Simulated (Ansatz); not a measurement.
Run this with Ansatz's Python interface and show what comes out.

Script `mos2_survey.py`:
```python
"""Electronic structure of MoS2, looked at from several sides."""

from collections import Counter
from pathlib import Path
import logging
import sys

import ansatz as az
from ase.io.cube import read_cube_data
from ase.units import Bohr
import numpy as np
from pymatgen.core import Structure

logging.basicConfig(stream=sys.stdout, format="%(levelname)s %(message)s")
logger = logging.getLogger("mos2")
logger.setLevel(logging.INFO)


def main() -> None:
    vectors = np.array([
        [3.227465, 0.0, 0.0],
        [-1.613732, 2.795066, 0.0],
        [0.0, 0.0, 6.312473],
    ])
    cell = (
        az.Lattice.of(vectors)
        .atom("Mo", (0.0, 0.0, 0.5))
        .atom("S", (1 / 3, 2 / 3, 0.255319))
        .atom("S", (2 / 3, 1 / 3, 0.744681))
    )

    base = (
        cell.calculation()
        .functional("LDA")
        .basis(16 * az.Ha)
        .pseudopotentials("paw")
        .occupations(az.OccupationsMethod.GAUSSIAN, width=0.05)
        .kpoints(8, 8, 4)
        .compute(stress=True, populations=True, density_of_states={"energy_step": 0.05, "projected": True}, density=True, output_files={"volumetric_format": "cube"})
    )
    planned = base.session().plan(threads=1)
    facts = planned.describe()
    print("plan:", facts["n_bands"], "bands,", len(facts["kpoints_frac"]), "k-points, plane waves", facts["n_pw_range"], "grid", facts["fft_dense"])
    done = planned.execute()
    report = done.report

    for key in ("converged", "n_iterations", "n_electrons", "n_kpoints", "n_pw", "n_symmetry_ops", "free_energy_ev", "fermi_energy_ev"):
        logger.info(f"{key:18s} {report[key]}")

    # principal values and the von Mises stress of the deviator
    principal = np.linalg.eigvalsh(np.array(report["stress_gpa"]))
    mises = np.sqrt(0.5 * sum((principal[i] - principal[i - 1]) ** 2 for i in range(3)))
    print("principal stresses (GPa, compression positive):", np.round(principal, 3))
    logger.info(f"mean {principal.mean():.3f} GPa, von Mises {mises:.3f} GPa, PV = {principal.mean() * report['setup']['cell_volume_ang3'] / 160.21766:.4f} eV")

    files = Path(done.write_results("tables"))
    print((files / "populations.tsv").read_text())

    # first and second moments of the projected d states
    dos = done.density_of_states()
    energy = np.asarray(dos.energies_ev) - dos.fermi_ev
    window = (energy > -10) & (energy < 4)
    for index, site in enumerate(done.projected_density_of_states().sites):
        for shell in site.shells:
            if shell.l == 2:
                g = sum(np.sum(part.g_bin_mean_per_ev, axis=0) for part in shell.curves)[window]
                if g.sum() > 1e-6:
                    centre = (g * energy[window]).sum() / g.sum()
                    width = np.sqrt((g * (energy[window] - centre) ** 2).sum() / g.sum())
                    logger.info(f"site {index} {site.species} {shell.label}: centre {centre:.3f} eV, rms width {width:.3f} eV")

    # cube files hold the density in electrons per cubic bohr
    folder = Path(done.write_results("cubes"))
    print("\n".join((folder / "rho.cube").read_text().splitlines()[: 6 + 3]))
    values, cube_atoms = read_cube_data(str(folder / "rho.cube"))
    print("electrons from the file:", round(values.mean() * cube_atoms.get_volume() / Bohr ** 3, 3))

    print(base.to_python())

    final = Structure(done.lattice.cell_ang, [s.symbol for s in done.lattice.sites], [s.position_frac for s in done.lattice.sites])
    # shortest distances, periodic images included
    for index, site in enumerate(final):
        near = final.get_neighbors(site, 4.5)
        edge = 1.15 * min(n.nn_distance for n in near)
        shell = Counter((round(n.nn_distance, 2), n.specie.symbol) for n in near if n.nn_distance < edge)
        print(f"{index:2d} {site.specie.symbol:2s}", ", ".join(f"{count} {symbol} at {d:.2f}" for (d, symbol), count in sorted(shell.items())))


if __name__ == "__main__":
    main()
```

Output of `python mos2_survey.py`:
```text
plan: 17 bands, 35 k-points, plane waves [1152, 1209] grid [24, 24, 45]
INFO converged          True
INFO n_iterations       6
INFO n_electrons        26.0
INFO n_kpoints          35
INFO n_pw               1197
INFO n_symmetry_ops     12
INFO free_energy_ev     -6583.94473281792
INFO fermi_energy_ev    9.855125747462868
principal stresses (GPa, compression positive): [-6.869 -6.869 -4.085]
INFO mean -5.941 GPa, von Mises 2.784 GPa, PV = -2.1117 eV
# site	symbol	l	j	q
# orbitals = lowdin
# n_electrons = 26.000000
# spilling = 0.007438
0	Mo	0_4S	-	1.968185
0	Mo	0_5S	-	0.519949
0	Mo	1_4P	-	5.995334
0	Mo	2_4D	-	5.168665
1	S	0_3S	-	1.779348
1	S	1_3P	-	4.297889
2	S	0_3S	-	1.779348
2	S	1_3P	-	4.297889

INFO site 0 Mo 4D: centre -0.951 eV, rms width 2.979 eV
ansatz rho
values in e/bohr^3 (x slowest, z fastest)
    3    0.000000    0.000000    0.000000
   24    0.254126   -0.000000    0.000000
   24   -0.127063    0.220080    0.000000
   45    0.000000    0.000000    0.265085
   42   42.000000    0.000000    0.000000    5.964423
   16   16.000000    0.000000    3.521273    3.045661
   16   16.000000    3.049512    1.760636    8.883184
electrons from the file: 26.0
(
    az.Lattice.of(((3.227465, 0.0, 0.0), (-1.613732, 2.795066, 0.0), (0.0, 0.0, 6.312473)))
    .atom("Mo", (0.0, 0.0, 0.5))
    .atom("S", (0.3333333333333333, 0.6666666666666666, 0.255319))
    .atom("S", (0.6666666666666666, 0.3333333333333333, 0.744681))
    .calculation()
    .basis(cutoff=435.382179935808)
    .kpoints(8, 8, 4)
    .functional("lda")
    .pseudopotentials(kind="paw")
    .occupations(method="gaussian", width=0.05)
    .density()
    .output_files(volumetric_format="cube")
    .populations()
    .density_of_states(energy_step=0.05, projected=True)
    .stress()
)

 0 Mo 6 S at 2.42
 1 S  3 Mo at 2.42
 2 S  3 Mo at 2.42
```

Notes:
- Absolute energies stand on the zero of these potentials, so only differences at equal settings mean something. A total without «per atom» is that of the cell as typed.
- The run is spin-unpolarised.
- The mesh is modest for a metal, so energies can be off by several to tens of meV an atom and pressures by half a GPa or more; differences at equal mesh fare better.
- The zero of the levels is a convention of the potentials, so an absolute Fermi energy is no work function.
- Projections exist only for the shells that the potentials hold, some of them semicore, and samples at single energies can miss narrow peaks.
- The fields are valence quantities on the plane-wave grid; their values near the nuclei depend on the potentials.
- At these settings the cell as given stands under about -6 GPa, so it isn't at this functional's equilibrium volume.
- This cell is a computed structure, which may not be the phase found in nature.
- The computed bands are complete only to about 2.7 eV above the Fermi level; beyond that the density of states is undercounted.
- A band centre counts only the states inside the window taken.
- The whole script took 3.3 s on 1 thread of Arm Neoverse V1 (shared host), peak memory 0.44 GiB.
